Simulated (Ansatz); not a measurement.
## Ti₃Cd, space group Pm-3m: a band structure, step by step

Program: Ansatz 0.2.0, Python API.

Typed at the interpreter:
```pycon
>>> from collections import Counter
>>> from pathlib import Path
>>> import json
>>> import ansatz as az
>>> from ase import Atoms
>>> import matplotlib.pyplot as plt
>>> import numpy as np
>>> atoms = Atoms(
...     ["Ti", "Ti", "Ti", "Cd"],
...     scaled_positions=[
...         (0.0, 0.5, 0.5),
...         (0.5, 0.0, 0.5),
...         (0.5, 0.5, 0.0),
...         (0.0, 0.0, 0.0),
...     ],
...     cell=[
...         (4.151009, 0.0, 0.0),
...         (0.0, 4.151009, 0.0),
...         (0.0, 0.0, 4.151009),
...     ],
...     pbc=True,
... )
>>> structure = az.Crystal.from_ase(atoms)
>>> # high-symmetry points in fractions of the reciprocal vectors
>>> path = [
...     ("G", (0.0, 0.0, 0.0)),
...     ("X", (0.0, 0.5, 0.0)),
...     ("M", (0.5, 0.5, 0.0)),
...     ("G", (0.0, 0.0, 0.0)),
...     ("R", (0.5, 0.5, 0.5)),
... ]
>>> calculation = (
...     structure.calculation()
...     .pseudopotentials("paw")
...     .kpoints(5, 5, 5, center="gamma")
...     .functional("r2SCAN")
...     .basis(24 * az.Ha)
...     .occupations("Fermi-Dirac", width=0.1)
...     .scf(max_iterations=90)
...     .band_structure([point for _, point in path], intervals=8)
...     .scf(extra_bands=10)
...     .density()
...     .potential()
...     .output_files(volumetric_format=["xsf", "npy"])
...     .density_of_states(energy_step=0.05, projected=True)
... )
>>> result = calculation.run(events_out="events.ndjson")

>>> summary = result.report
>>> summary["free_energy_ev"]
-15781.25819967654
>>> summary["kweights"]
[0.008, 0.048, 0.048, 0.096, 0.192, 0.096, 0.064, 0.192, 0.192, 0.064]
>>> with open("events.ndjson") as stream:
...     kinds = Counter(json.loads(line)["event"] for line in stream)
...
>>> print("events:", {kind: kinds[kind] for kind in ("scf_iter", "scf_done", "notice", "finished")})
events: {'scf_iter': 7, 'scf_done': 1, 'notice': 2, 'finished': 1}
>>> for key in ("converged", "n_iterations", "n_electrons", "n_kpoints", "n_pw", "n_symmetry_ops", "free_energy_ev", "fermi_energy_ev"):
...     print(f"{key:18s} {summary[key]}")
...
converged          True
n_iterations       7
n_electrons        56.0
n_kpoints          10
n_pw               2721
n_symmetry_ops     48
free_energy_ev     -15781.25819967654
fermi_energy_ev    13.998285076039894
>>> folder = Path(result.write_results("volumes"))
>>> print(sorted(path.name for path in folder.iterdir()))
['bands.tsv', 'dos.tsv', 'fields.json', 'pdos.tsv', 'rho.npy', 'rho.xsf', 'rho_z.tsv', 'v_es.npy', 'v_es.xsf', 'v_tot.npy', 'v_tot.xsf', 'v_z.tsv']
>>> head = (folder / "rho.xsf").read_text().split("BEGIN_BLOCK")[0]
>>> print(head)
CRYSTAL
PRIMVEC
    4.151009    0.000000    0.000000
    0.000000    4.151009    0.000000
    0.000000    0.000000    4.151009
PRIMCOORD
    4    1
   22    0.000000    2.075505    2.075505
   22    2.075505    0.000000    2.075505
   22    2.075505    2.075505    0.000000
   48    0.000000    0.000000    0.000000
>>> dos = result.density_of_states()
>>> energy = np.asarray(dos.energies_ev) - dos.fermi_ev
>>> projected = result.projected_density_of_states()
>>> fig, ax = plt.subplots(figsize=(5, 3.4))
>>> for name in sorted({site.species for site in projected.sites}):
...     curve = sum(np.sum(part.g_bin_mean_per_ev, axis=0) for site in projected.sites if site.species == name for shell in site.shells for part in shell.curves)
...     ax.plot(energy, curve, label=name)
...     window = (energy > -4) & (energy <= 0)
...     print(f"{name}: {curve[window].sum() * (energy[1] - energy[0]):.3f} projected states in the 4 eV under E_F")
...
[<matplotlib.lines.Line2D object at 0x...>]
Cd: 0.372 projected states in the 4 eV under E_F
[<matplotlib.lines.Line2D object at 0x...>]
Ti: 10.805 projected states in the 4 eV under E_F
>>> ax.set(xlim=(-8, 6), xlabel="E - E_F (eV)", ylabel="states/eV")
[(-8.0, 6.0), Text(0.5, 0, 'E - E_F (eV)'), Text(0, 0.5, 'states/eV')]
>>> ax.legend()
<matplotlib.legend.Legend object at 0x...>
>>> fig.savefig("pdos.png", dpi=100)
>>> bands = result.band_structure()
>>> fermi = bands.fermi_energy_ev
>>> print(f"zero of the bands: {fermi:.3f} eV, the Fermi level found on the SCF mesh")
zero of the bands: 13.998 eV, the Fermi level found on the SCF mesh
>>> for spin, channel in enumerate(bands.channels):
...     levels = channel.eigenvalues_ev - fermi
...     crossing = [b for b in range(levels.shape[1]) if levels[:, b].min() < 0 < levels[:, b].max()]
...     print(f"channel {spin}: bands that cross the Fermi level on this path:", [b + 1 for b in crossing] or "none")
...     shown = crossing or sorted(np.argsort(np.abs(levels).min(axis=0))[:2])
...     for k, row in zip(bands.kpoints_frac, levels[:, shown]):
...         print(f"{k[0]:7.3f} {k[1]:7.3f} {k[2]:7.3f}  ", " ".join(f"{e:8.3f}" for e in row))
...
channel 0: bands that cross the Fermi level on this path: [28, 29]
  0.000   0.000   0.000     -0.725    1.697
  0.000   0.062   0.000     -0.696    1.492
  0.000   0.125   0.000     -0.612    1.196
  0.000   0.187   0.000     -0.474    0.945
  0.000   0.250   0.000     -0.291    0.769
  0.000   0.312   0.000     -0.075    0.672
  0.000   0.375   0.000      0.147    0.640
  0.000   0.437   0.000      0.331    0.644
  0.000   0.500   0.000      0.405    0.650
  0.062   0.500   0.000      0.399    0.572
  0.125   0.500   0.000      0.371    0.405
  0.187   0.500   0.000      0.221    0.311
  0.250   0.500   0.000      0.056    0.223
  0.312   0.500   0.000     -0.054    0.126
  0.375   0.500   0.000     -0.083    0.042
  0.437   0.500   0.000     -0.055   -0.014
  0.500   0.500   0.000     -0.034   -0.034
  0.437   0.437   0.000     -0.077    0.005
  0.375   0.375   0.000     -0.173    0.123
  0.312   0.312   0.000     -0.175    0.204
  0.250   0.250   0.000     -0.103    0.100
  0.187   0.187   0.000     -0.368    0.459
  0.125   0.125   0.000     -0.571    0.884
  0.062   0.062   0.000     -0.698    1.351
  0.000   0.000   0.000     -0.725    1.697
  0.062   0.062   0.062     -0.691    1.164
  0.125   0.125   0.125     -0.552    0.560
  0.187   0.187   0.187     -0.360    0.165
  0.250   0.250   0.250     -0.215   -0.025
  0.312   0.312   0.312     -0.300   -0.081
  0.375   0.375   0.375     -0.515    0.009
  0.437   0.437   0.437     -0.557    0.301
  0.500   0.500   0.500     -0.703    0.473
```

Caveats:
- Absolute energies stand on the zero of these potentials, so only differences at equal settings mean something. A total without «per atom» is that of the cell as typed.
- Spin is left out of this run.
- For a metal this k-point mesh is coarse: on a finer one energies can move by several to tens of meV an atom and pressures by half a GPa or more, differences at one mesh by less.
- The zero of the levels is a convention of the potentials, so an absolute Fermi energy is no work function.
- Projections exist only for the shells that the potentials hold, some of them semicore, and samples at single energies can miss narrow peaks.
- Grid values close to the nuclei reflect the PAW or pseudopotential construction, not the all-electron fields.
- The structure comes from a database of computed cells and needn't be a stable or known phase.
- Gaps and levels are Kohn-Sham values on a finite set of k-points, without spin-orbit coupling.
- The computed bands are complete only to about 2.8 eV above the Fermi level; beyond that the density of states is undercounted.
- Wall time of the script: 12 s on 1 thread of Arm Neoverse V1, with other jobs on the host, peak memory 0.61 GiB.

(Lines on the test bed's own set-up are left out of the output.)
